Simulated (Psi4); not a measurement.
# triplet BNH2Cl2 at 3 levels

Wanted: a comparison of 3 runs (UHF/3-21G, UB3LYP/6-31G*, UHSE06/6-311+G**) of triplet BNH2Cl2. 

The results are computed with Psi4 1.11.

1 further run of the same task is left out (set aside as unsound or not needed).

## Step 1: The system as given

BNH2Cl2: 6 atoms, total charge 0, spin state triplet. As SMILES of the parent species, `NB(Cl)Cl`. Geometry: relaxed at GFN2-xTB. That shape belongs to the parent species and isn't relaxed for this state.

Bond lengths: B1–Cl2 1.734 Å, B1–Cl3 1.733 Å, B1–N4 1.386 Å, N4–H5 1.006 Å, N4–H6 1.006 Å. Angles: Cl2–B1–Cl3 120.4°, Cl2–B1–N4 119.7°, Cl3–B1–N4 119.8°, B1–N4–H5 123.3°, B1–N4–H6 123.0°, H5–N4–H6 113.7°.

## Step 2: Energy and gradient at UHF/3-21G (run 1)

Contents of bcl2h2n.xyz:

```xyz
6
BCl2H2N
B      0.292890     0.511460     0.004020
Cl     1.965580     0.537960     0.461330
Cl    -0.517930     1.975810    -0.445570
N     -0.398200    -0.689810    -0.003320
H     -1.366870    -0.767900    -0.264590
H      0.024530    -1.567520     0.248130
```

Contents of bcl2h2n.py:

```python
import psi4

psi4.set_memory(1600000000)
psi4.set_num_threads(1)
psi4.set_output_file('output.dat', False)

with open('bcl2h2n.xyz') as f:
    atoms = ''.join(f.readlines()[2:])
m = psi4.geometry('0 3\n' + atoms + 'symmetry c1')

options = {'basis': '3-21G', 'reference': 'uhf', 'puream': True, 'e_convergence': 1e-09, 'd_convergence': 1e-08, 'scf_type': 'pk', 'maxiter': 200}
psi4.set_options(options)

energy_value, wavefunction = psi4.gradient('hf', return_wfn=True)
psi4.oeprop(wavefunction, 'MULLIKEN_CHARGES', 'WIBERG_LOWDIN_INDICES', 'MAYER_INDICES')
print('gradient / Eh bohr^-1')
print(energy_value.np.round(6))
print(f'energy = {wavefunction.energy():.10f} Eh')
for k, v in sorted(psi4.core.scalar_variables().items()):
    print(f'{k:45s} {v:18.10f}')
```

The run is started by

```
$ python bcl2h2n.py
```

output.dat:

```text
[...]
  Running in c1 symmetry.
[...]
  Nuclear repulsion =  184.008206029430141
[...]
  Multiplicity = 3
[...]
  Nalpha       = 25
  Nbeta        = 23
[...]
    Number of basis functions: 48
[...]
   @UHF iter   1:  -994.28698665419347    1.00045e-02   4.84256e-03 ADIIS/DIIS
[...]
   @UHF iter  14:  -994.34832046441261    2.27374e-13   5.81545e-09 DIIS
[...]
   @S^2 Observed:                2.019023370E+00
[...]
    Orbital Energies [Eh]
    ---------------------
    Alpha Occupied:
       1A   -104.064357     2A   -104.064070     3A    -15.681184
       4A    -10.461079     5A    -10.460161     6A     -7.922371
       7A     -7.922362     8A     -7.922290     9A     -7.922231
      10A     -7.920310    11A     -7.920162    12A     -7.592331
      13A     -1.376188    14A     -1.110254    15A     -1.069044
      16A     -0.846429    17A     -0.845841    18A     -0.730432
      19A     -0.595576    20A     -0.514648    21A     -0.499604
      22A     -0.454202    23A     -0.443638    24A     -0.415257
      25A     -0.186344
    Alpha Virtual:
[...]
  @UHF Final Energy:  -994.34832046441261
   => Energetics <=
    Nuclear Repulsion Energy =            184.0082060294301414
    One-Electron Energy =               -1740.1473981750050370
    Two-Electron Energy =                 561.7908716811623435
    Total Energy =                       -994.3483204644126090
  UHF NO Occupations:
  HONO-2 :   23  A 1.9955516
  HONO-1 :   24  A 1.0000000
[...]
 Multipole Moments:
 ------------------------------------------------------------------------------------
     Multipole            Electronic (a.u.)      Nuclear  (a.u.)        Total (a.u.)
 ------------------------------------------------------------------------------------
 L = 1.  Multiply by 2.5417464519 to convert [e a0] to [Debye]
 Dipole X            :          0.8094001           -2.4202686           -1.6108685
 Dipole Y            :          1.4116707           -4.2091774           -2.7975067
 Dipole Z            :          0.0074914           -0.0286730           -0.0211816
 Magnitude           :                                                    3.2282177
[...]
  -Total Gradient:
     Atom            X                  Y                   Z
    ------   -----------------  -----------------  -----------------
       1       -0.070591238667    -0.122375005888    -0.001221115936
       2       -0.055178018629     0.008193438642    -0.016324264919
       3        0.034823722827    -0.044145330232     0.016468637652
       4        0.089764565839     0.156117802123     0.001119937691
       5        0.007559331572    -0.003072496972     0.002670236593
       6       -0.006378362945     0.005281592342    -0.002713431075
[...]
  Mulliken Charges: (a.u.)
   Center  Symbol    Alpha    Beta     Spin     Total
       1     B     2.96022  1.84958  1.11065  0.19020
       2    CL     8.60311  8.64275 -0.03964 -0.24586
       3    CL     8.60284  8.64224 -0.03940 -0.24507
       4     N     4.32542  3.20398  1.12144 -0.52941
       5     H     0.25420  0.33073 -0.07653  0.41507
       6     H     0.25421  0.33072 -0.07651  0.41506
   Total alpha = 25.00000, Total beta = 23.00000, Total charge =  0.00000
  Mayer Bond Indices:
[...]
```

The script printed:

```text
gradient / Eh bohr^-1
[[-0.070591 -0.122375 -0.001221]
 [-0.055178  0.008193 -0.016324]
 [ 0.034824 -0.044145  0.016469]
 [ 0.089765  0.156118  0.00112 ]
 [ 0.007559 -0.003072  0.00267 ]
 [-0.006378  0.005282 -0.002713]]
energy = -994.3483204644 Eh
CURRENT ENERGY                                   -994.3483204644
CURRENT REFERENCE ENERGY                         -994.3483204644
DD SOLVATION ENERGY                                 0.0000000000
HF KINETIC ENERGY                                 994.2852096696
HF POTENTIAL ENERGY                             -1988.6335301340
HF TOTAL ENERGY                                  -994.3483204644
HF VIRIAL RATIO                                     2.0000634735
NUCLEAR REPULSION ENERGY                          184.0082060294
ONE-ELECTRON ENERGY                             -1740.1473981750
PCM POLARIZATION ENERGY                             0.0000000000
PE ENERGY                                           0.0000000000
SCF ITERATION ENERGY                             -994.3483204644
SCF ITERATIONS                                     14.0000000000
SCF TOTAL ENERGY                                 -994.3483204644
TWO-ELECTRON ENERGY                               561.7908716812
```

It took 1.3 s on 1 thread of Intel Xeon 6975P-C (Granite Rapids), shared host; peak memory 0.19 GiB.

## Step 3: Energy and forces at UB3LYP/6-31G(d) (Cartesian functions) (run 2)

Contents of input.in:

```
memory 1600 mb

molecule molecule1 {
  0 3
  B      0.55348188     0.96651932     0.00759670
  Cl     3.71440788     1.01659707     0.87178735
  Cl    -0.97874585     3.73373977    -0.84200527
  N     -0.75248894    -1.30355198    -0.00627389
  H     -2.58300995    -1.45112069    -0.50000264
  H      0.04635498    -2.96218349     0.46889774
  units bohr
  symmetry c1
  no_reorient
  no_com
}

set {
  basis                6-31G*
  reference            uks
  puream               false
  e_convergence        1e-09
  d_convergence        1e-08
  scf_type             pk
  dft_radial_points    99
  dft_spherical_points 590
  maxiter              200
}

e, wfn = gradient("b3lyp", return_wfn=True)
oeprop(wfn, "MAYER_INDICES", "WIBERG_LOWDIN_INDICES", "DIPOLE")
print_variables()
```

The run is started by

```
$ psi4 -i input.in -o input.out -n 1
```

input.out, cut to the lines that bear on the results:

```text
[...]
  Running in c1 symmetry.
[...]
  Nuclear repulsion =  184.008206136055946
[...]
  Multiplicity = 3
[...]
  Nalpha       = 25
  Nbeta        = 23
[...]
    Number of basis functions: 72
[...]
   @UKS iter   1: -1000.74276510881771    4.34405e-01   1.14681e-02 DIIS/ADIIS
[...]
   @UKS iter  18: -1001.09658671794193   -4.77485e-12   3.90428e-09 DIIS
[...]
   @S^2 Observed:                2.005486787E+00
[...]
  @UKS Final Energy: -1001.09658671794193
   => Energetics <=
    Nuclear Repulsion Energy =            184.0082061360559464
    One-Electron Energy =               -1746.1145310252313720
    Two-Electron Energy =                 616.0659302687848822
    DFT Exchange-Correlation Energy =     -55.0561920975513033
    Empirical Dispersion Energy =           0.0000000000000000
    VV10 Nonlocal Energy =                  0.0000000000000000
    Total Energy =                      -1001.0965867179419320
[...]
  -Total Gradient:
     Atom            X                  Y                   Z
    ------   -----------------  -----------------  -----------------
       1       -0.049862659674    -0.086295090435    -0.000880202492
       2       -0.036549845648     0.008390155448    -0.011212802583
       3        0.025679245994    -0.027862173929     0.011396764314
       4        0.055829897951     0.096971246763     0.000567687827
       5        0.009582298811     0.000159046364     0.002847045945
       6       -0.004673629043     0.008645864650    -0.002718639576
[...]
 Multipole Moments:
 ------------------------------------------------------------------------------------
     Multipole            Electronic (a.u.)      Nuclear  (a.u.)        Total (a.u.)
 ------------------------------------------------------------------------------------
 L = 1.  Multiply by 2.5417464519 to convert [e a0] to [Debye]
 Dipole X            :        -42.5235947           41.4695864           -1.0540083
 Dipole Y            :        -73.8827911           72.0501548           -1.8326362
 Dipole Z            :         -0.4834841            0.4692567           -0.0142274
 Magnitude           :                                                    2.1141645
[...]
```

Wall time 16 s (1 thread of Intel Xeon 6975P-C (Granite Rapids), shared host); peak memory 0.84 GiB.

## Step 4: Energy and gradient at UHSE06/6-311+G(d,p) (run 3)

Contents of input.json:

```json
{
 "schema_name": "qcschema_input",
 "schema_version": 1,
 "molecule": {
  "schema_name": "qcschema_molecule",
  "schema_version": 2,
  "symbols": ["B", "Cl", "Cl", "N", "H", "H"],
  "geometry": [0.55348188, 0.96651932, 0.0075967, 3.71440788, 1.01659707, 0.87178735, -0.97874585, 3.73373977, -0.84200527, -0.75248894, -1.30355198, -0.00627389, -2.58300995, -1.45112069, -0.50000264, 0.04635498, -2.96218349, 0.46889774],
  "molecular_charge": 0,
  "molecular_multiplicity": 3,
  "fix_symmetry": "c1"
 },
 "driver": "gradient",
 "model": {
  "method": "hse06",
  "basis": "6-311+G**"
 },
 "keywords": {
  "reference": "uks",
  "puream": true,
  "e_convergence": 1e-09,
  "d_convergence": 1e-08,
  "scf_type": "pk",
  "dft_radial_points": 99,
  "dft_spherical_points": 590,
  "maxiter": 200,
  "scf_properties": ["WIBERG_LOWDIN_INDICES", "MAYER_INDICES", "QUADRUPOLE"]
 }
}
```

The run is started by

```
$ psi4 --qcschema input.json -n 1 --memory 1600MB
```

stdout, cut to the lines that bear on the results:

```text
[...]
  Running in c1 symmetry.
[...]
  Nuclear repulsion =  184.008206136055946
[...]
  Multiplicity = 3
[...]
  Nalpha       = 25
  Nbeta        = 23
[...]
    Number of basis functions: 116
[...]
   @UKS iter   1: -1000.28207408036371    4.69258e-01   8.90164e-03 DIIS/ADIIS
[...]
   @UKS iter  19: -1000.80044474750412   -2.61480e-11   6.56872e-09 DIIS
[...]
   @S^2 Observed:                2.007526880E+00
[...]
  @UKS Final Energy: -1000.80044474750412
   => Energetics <=
    Nuclear Repulsion Energy =            184.0082061360559464
    One-Electron Energy =               -1745.8563180593846482
    Two-Electron Energy =                 613.1370194216100344
    DFT Exchange-Correlation Energy =     -52.0893522457853209
    Empirical Dispersion Energy =           0.0000000000000000
    VV10 Nonlocal Energy =                  0.0000000000000000
    Total Energy =                      -1000.8004447475041161
[...]
 Multipole Moments:
 ------------------------------------------------------------------------------------
     Multipole            Electronic (a.u.)      Nuclear  (a.u.)        Total (a.u.)
 ------------------------------------------------------------------------------------
 L = 1.  Multiply by 2.5417464519 to convert [e a0] to [Debye]
 Dipole X            :          1.3531800           -2.4202686           -1.0670886
 Dipole Y            :          2.3539639           -4.2091774           -1.8552135
 Dipole Z            :          0.0147436           -0.0286730           -0.0139294
 Magnitude           :                                                    2.1402545
 L = 2.  Multiply by 1.3450342976 to convert [e a0^2] to [Debye ang]
 Quadrupole XX       :       -254.2702964          227.2949542          -26.9753423
 Quadrupole XY       :         51.2611903          -46.8149579            4.4462324
[...]
  -Total Gradient:
     Atom            X                  Y                   Z
    ------   -----------------  -----------------  -----------------
       1       -0.049573957820    -0.086114412779    -0.001370736619
       2       -0.028796761923     0.008250401655    -0.008873970003
       3        0.021591915720    -0.021143222104     0.009427037359
       4        0.053560645207     0.093084753834     0.000603240332
       5        0.007005935145    -0.000295461025     0.002239642201
       6       -0.003793780250     0.006207844524    -0.002025412609
[...]
```

The result, in JSON:

```text
{
 "driver": "gradient",
 "model": {
  "method": "hse06",
  "basis": "6-311+G**"
 },
 "success": true,
 "return_result": [-0.04957395781991272, -0.08611441277912268, -0.0013707366187435607, -0.028796761922518205, 0.008250401655048333, -0.008873970003248584, 0.02159191572039431, -0.021143222104283516, 0.009427037358557967, 0.05356064520665137, 0.09308475383436504, 0.0006032403320888773, 0.007005935144863001, -0.00029546102470092914, 0.002239642200859593, -0.0037937802499350554, 0.0062078445239517055, -0.002025412608506444],
 "properties": {
  "calcinfo_nbasis": 116,
  "calcinfo_nmo": 116,
  "calcinfo_nalpha": 25,
  "calcinfo_nbeta": 23,
  "calcinfo_natom": 6,
  "nuclear_repulsion_energy": 184.00820613605595,
  "return_energy": -1000.8004447475041,
  "return_gradient": [-0.04957395781991272, -0.08611441277912268, -0.0013707366187435607, -0.028796761922518205, 0.008250401655048333, -0.008873970003248584, 0.02159191572039431, -0.021143222104283516, 0.009427037358557967, 0.05356064520665137, 0.09308475383436504, 0.0006032403320888773, 0.007005935144863001, -0.00029546102470092914, 0.002239642200859593, -0.0037937802499350554, 0.0062078445239517055, -0.002025412608506444],
  "scf_one_electron_energy": -1745.8563180593846,
  "scf_two_electron_energy": 613.13701942161,
  "scf_xc_energy": -52.08935224578532,
  "scf_dipole_moment": [-1.0670886022270296, -1.8552134956230244, -0.01392937935857036],
  "scf_total_energy": -1000.8004447475041,
  "scf_total_gradient": [-0.04957395781991272, -0.08611441277912268, -0.0013707366187435607, -0.028796761922518205, 0.008250401655048333, -0.008873970003248584, 0.02159191572039431, -0.021143222104283516, 0.009427037358557967, 0.05356064520665137, 0.09308475383436504, 0.0006032403320888773, 0.007005935144863001, -0.00029546102470092914, 0.002239642200859593, -0.0037937802499350554, 0.0062078445239517055, -0.002025412608506444],
  "scf_iterations": 19
 }
}
```

It took 55 s on 1 thread of Intel Xeon 6975P-C (Granite Rapids), shared host; peak memory 0.86 GiB.

## Step 5: All runs side by side

| run | level | Cartesian functions | integration grid | energy (Eh) | dipole moment (D) | HOMO energy (eV) | ⟨S²⟩ | wall time |
| --- | --- | --- | --- | --- | --- | --- | --- | --- |
| 1 | UHF/3-21G | no | – | -994.348320 | 8.21 | -5.07 | 2.019 | 1.3 s |
| 2 | UB3LYP/6-31G* (Cartesian functions) | yes | 99 radial × 590 angular | -1001.096587 | 5.37 | -1.66 | 2.005 | 16 s |
| 3 | UHSE06/6-311+G** | no | 99 radial × 590 angular | -1000.800445 | 5.44 | -1.88 | 2.008 | 55 s |

## Step 6: Outcome

```
                                 quantity           value
                      run 3: total energy  -1000.80044 Eh
                     run 3: dipole moment          5.44 D
run 3: HOMO energy (highest over α and β)        -1.88 eV
                              run 3: ⟨S²⟩           2.008
          run 3: largest force on an atom      5.523 eV/Å
```

**Reading.** The dipole moment (its size) runs from 5.37 D (UB3LYP/6-31G*) to 8.21 D (UHF/3-21G). The two ends differ in method and basis. Totals of different functionals can't be ranked against each other. All runs together took 72 s, the longest 55 s.
